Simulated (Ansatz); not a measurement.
Predict the output of the script below (Ansatz 0.2.0, Python API).

Script `run_bands.py`:
```python
from pathlib import Path

import ansatz
import numpy as np

mnpbo3 = (
    ansatz.Lattice.of([3.914633, 0.0, 0.0], [0.0, 3.914633, 0.0], [0.0, 0.0, 3.914633])
    .atom('Mn', [0.5, 0.5, 0.5])
    .atom('Pb', [0.0, 0.0, 0.0])
    .atom('O', [0.0, 0.5, 0.5])
    .atom('O', [0.5, 0.0, 0.5])
    .atom('O', [0.5, 0.5, 0.0])
    .moments(Mn=5.2)
)

path = [
    ('G', (0.0, 0.0, 0.0)),
    ('X', (0.0, 0.5, 0.0)),
    ('M', (0.5, 0.5, 0.0)),
    ('G', (0.0, 0.0, 0.0)),
    ('R', (0.5, 0.5, 0.5)),
    ('X', (0.0, 0.5, 0.0)),
]
calc = mnpbo3.calculation()
calc = calc.functional('pbesol')
calc = calc.basis(16 * ansatz.Ha).kpoints(6, 6, 6)
calc = calc.occupations('cold')
calc = calc.spin('collinear').hubbard('Mn', 'd', u_eff=4.5)
calc = calc.band_structure([point for _, point in path], intervals=8).scf(extra_bands=8)
calc = calc.density()
calc = calc.potential()
calc = calc.electron_localization_function().output_files(volumetric_format='npy')
history = []
res = calc.session().plan().execute(on_event=lambda event: history.append(event['data']['dr2_ev']) if event['event'] == 'scf_iter' else None)
data = res.report
print('density residual by iteration (eV):', ' '.join(f'{value:.1e}' for value in history[:40]))

print('%-22s %14.5f eV' % ('F = E - TS', data['free_energy_ev']))
print('%-22s %14.5f eV' % ('E', data['internal_energy_ev']))
print('%-22s %14.5f eV' % ('Harris-Foulkes', data['harris_foulkes_ev']))
print('%-22s %14.5f eV' % ('Fermi level', data['fermi_energy_ev']))

print('site moments (muB):', [round(m, 2) for m in data['site_moments_mub']])
print('electrons up, down:', [round(n, 3) for n in data['spin_occupation_sums']])

folder = Path(res.write_results('fields'))
print('densities in e/A^3, potentials in eV, ELF without unit')
for name in sorted(p.name for p in folder.glob('*.npy')):
    field = np.load(folder / name)
    print(f'{name:16s} {str(field.shape):16s} min {field.min():10.4f}  mean {field.mean():10.4f}  max {field.max():10.4f}')

bands = res.band_structure()
fermi = bands.fermi_energy_ev
print(f'zero of the bands: {fermi:.3f} eV, the Fermi level found on the SCF mesh')
for spin, channel in enumerate(bands.channels):
    levels = channel.eigenvalues_ev - fermi
    crossing = [b for b in range(levels.shape[1]) if levels[:, b].min() < 0 < levels[:, b].max()]
    print(f'channel {spin}: bands that cross the Fermi level on this path:', [b + 1 for b in crossing] or 'none')
    shown = crossing or sorted(np.argsort(np.abs(levels).min(axis=0))[:2])
    for k, row in zip(bands.kpoints_frac, levels[:, shown]):
        print(f'{k[0]:7.3f} {k[1]:7.3f} {k[2]:7.3f}  ', ' '.join(f'{e:8.3f}' for e in row))
```

```console
$ python run_bands.py
DeckWarning: where an SCF of this run starts from atoms to list the orders of its open shells, Mn (site 0, from 0) starts with 5.00 μB on its 3d shell, in the place of the 5.20 μB that the deck gives it: its open shells can hold no more by Hund's first rule. To start from spheres of the given moment, type scf.initial_density.shell_occupations: []
density residual by iteration (eV): 1.6e+01 2.5e+00 7.3e-01 1.2e-01 4.1e-02 3.0e-02 8.2e-02 4.5e-03 1.9e-04 4.1e-04 2.3e-03 5.0e-04 1.9e-05 1.3e-05 2.7e-06 9.5e-07 5.3e-07 7.5e-08 2.3e-05 7.5e-07 6.7e-09 6.4e-09 5.8e-01 4.2e-01 5.2e-04 2.0e-07 9.8e-10 9.6e-10 4.7e-01 1.1e-01 6.2e-03 3.5e-05 4.5e-08 5.6e-10 5.1e-10 2.4e-05 5.2e-06 4.0e-06 3.9e-08
F = E - TS               -17302.76414 eV
E                        -17302.76563 eV
Harris-Foulkes           -17302.76414 eV
Fermi level                  10.56596 eV
site moments (muB): [3.18, -0.05, -0.19, -0.19, -0.19]
electrons up, down: [25.009, 21.991]
densities in e/A^3, potentials in eV, ELF without unit
elf.npy          (27, 27, 27)     min     0.0028  mean     0.2987  max     0.8918
elf_dn.npy       (27, 27, 27)     min     0.0032  mean     0.3061  max     0.9033
elf_up.npy       (27, 27, 27)     min     0.0024  mean     0.2922  max     0.8800
rho.npy          (27, 27, 27)     min     0.0503  mean     0.7835  max    25.8416
rho_spin.npy     (27, 27, 27)     min    -0.4752  mean     0.0503  max     7.0551
v_es.npy         (27, 27, 27)     min   -48.4281  mean     5.4229  max    15.5934
v_tot_dn.npy     (27, 27, 27)     min   -78.0852  mean    -6.1925  max     8.5726
v_tot_up.npy     (27, 27, 27)     min   -78.0917  mean    -6.3899  max     8.5119
zero of the bands: 10.566 eV, the Fermi level found on the SCF mesh
channel 0: bands that cross the Fermi level on this path: [25, 26, 27]
  0.000   0.000   0.000     -0.966   -0.966   -0.966
  0.000   0.063   0.000     -0.964   -0.964   -0.689
  0.000   0.125   0.000     -0.959   -0.959   -0.221
  0.000   0.188   0.000     -0.950   -0.950    0.234
  0.000   0.250   0.000     -0.935   -0.935    0.620
  0.000   0.313   0.000     -0.910   -0.910    0.911
  0.000   0.375   0.000     -0.875   -0.419    1.086
  0.000   0.438   0.000     -0.847    0.036    1.130
  0.000   0.500   0.000     -0.836    0.245    1.106
  0.063   0.500   0.000     -0.827    0.250    1.220
  0.125   0.500   0.000     -0.759    0.261    1.521
  0.188   0.500   0.000     -0.637    0.273    1.933
  0.250   0.500   0.000     -0.528    0.281    2.378
  0.313   0.500   0.000     -0.386    0.285    2.792
  0.375   0.500   0.000     -0.225    0.288    3.123
  0.438   0.500   0.000     -0.116    0.289    3.336
  0.500   0.500   0.000     -0.078    0.290    3.409
  0.438   0.438   0.000     -0.153    0.288    3.265
  0.375   0.375   0.000     -0.353    0.284    2.864
  0.313   0.313   0.000     -0.618    0.243    2.280
  0.250   0.250   0.000     -0.872    0.083    1.585
  0.188   0.188   0.000     -0.923   -0.196    0.841
  0.125   0.125   0.000     -0.950   -0.508    0.100
  0.063   0.063   0.000     -0.963   -0.805   -0.576
  0.000   0.000   0.000     -0.966   -0.966   -0.966
  0.063   0.063   0.063     -0.924   -0.577   -0.577
  0.125   0.125   0.125     -0.652    0.092    0.092
  0.188   0.188   0.188     -0.156    0.820    0.820
  0.250   0.250   0.250     -0.061    1.549    1.549
  0.313   0.313   0.313     -0.511    2.236    2.236
  0.375   0.375   0.375     -0.313    2.831    2.831
  0.438   0.438   0.438     -0.177    3.257    3.257
  0.500   0.500   0.500     -0.127    3.416    3.416
  0.438   0.500   0.438     -0.151    3.257    3.362
  0.375   0.500   0.375     -0.221    2.822    3.200
  0.313   0.500   0.313     -0.329    2.202    2.941
  0.250   0.500   0.250     -0.238    1.482    2.595
  0.188   0.500   0.188      0.055    0.729    2.182
  0.125   0.500   0.125      0.008    0.222    1.732
  0.063   0.500   0.063     -0.581    0.251    1.311
  0.000   0.500   0.000     -0.836    0.245    1.106
channel 1: bands that cross the Fermi level on this path: [22]
  0.000   0.000   0.000     -1.323
  0.000   0.063   0.000     -1.336
  0.000   0.125   0.000     -1.336
  0.000   0.188   0.000     -1.306
  0.000   0.250   0.000     -1.166
  0.000   0.313   0.000     -0.818
  0.000   0.375   0.000     -0.413
  0.000   0.438   0.000     -0.061
  0.000   0.500   0.000      0.088
  0.063   0.500   0.000      0.049
  0.125   0.500   0.000     -0.063
  0.188   0.500   0.000     -0.232
  0.250   0.500   0.000     -0.429
  0.313   0.500   0.000     -0.548
  0.375   0.500   0.000     -0.440
  0.438   0.500   0.000     -0.338
  0.500   0.500   0.000     -0.301
  0.438   0.438   0.000     -0.372
  0.375   0.375   0.000     -0.561
  0.313   0.313   0.000     -0.573
  0.250   0.250   0.000     -0.623
  0.188   0.188   0.000     -0.900
  0.125   0.125   0.000     -1.185
  0.063   0.063   0.000     -1.319
  0.000   0.000   0.000     -1.323
  0.063   0.063   0.063     -1.336
  0.125   0.125   0.125     -1.241
  0.188   0.188   0.188     -0.971
  0.250   0.250   0.250     -0.938
  0.313   0.313   0.313     -0.721
  0.375   0.375   0.375     -0.529
  0.438   0.438   0.438     -0.397
  0.500   0.500   0.500     -0.349
  0.438   0.500   0.438     -0.373
  0.375   0.500   0.375     -0.444
  0.313   0.500   0.313     -0.568
  0.250   0.500   0.250     -0.748
  0.188   0.500   0.188     -0.735
  0.125   0.500   0.125     -0.255
  0.063   0.500   0.063      0.007
  0.000   0.500   0.000      0.088
```
(Warnings from the package without file and line.)

What to keep in mind:
- Absolute energies stand on the zero of these potentials, so only differences at equal settings mean something. A total without «per atom» is that of the cell as typed.
- Other magnetic orders than the one started from may lie lower.
- The negative TS is no error: cold and Methfessel-Paxton smearing have a generalised entropy.
- For a metal this k-point mesh is coarse: on a finer one energies can move by several to tens of meV an atom and pressures by half a GPa or more, differences at one mesh by less.
- The zero of the levels is a convention of the potentials, so an absolute Fermi energy is no work function.
- With one magnetic atom the cell can hold only ferromagnetic order.
- Spin-orbit coupling, which matters for elements this heavy, is left out.
- The fields are valence quantities on the plane-wave grid; their values near the nuclei depend on the potentials.
- The structure comes from a database of computed cells and needn't be a stable or known phase.
- Levels are Kohn-Sham eigenvalues on this mesh, without spin-orbit coupling.
- Timing: 2.5 min on 1 thread of Arm Neoverse V2 (shared host), peak memory 0.77 GiB.

(Lines on the test bed's own set-up are left out of the output.)
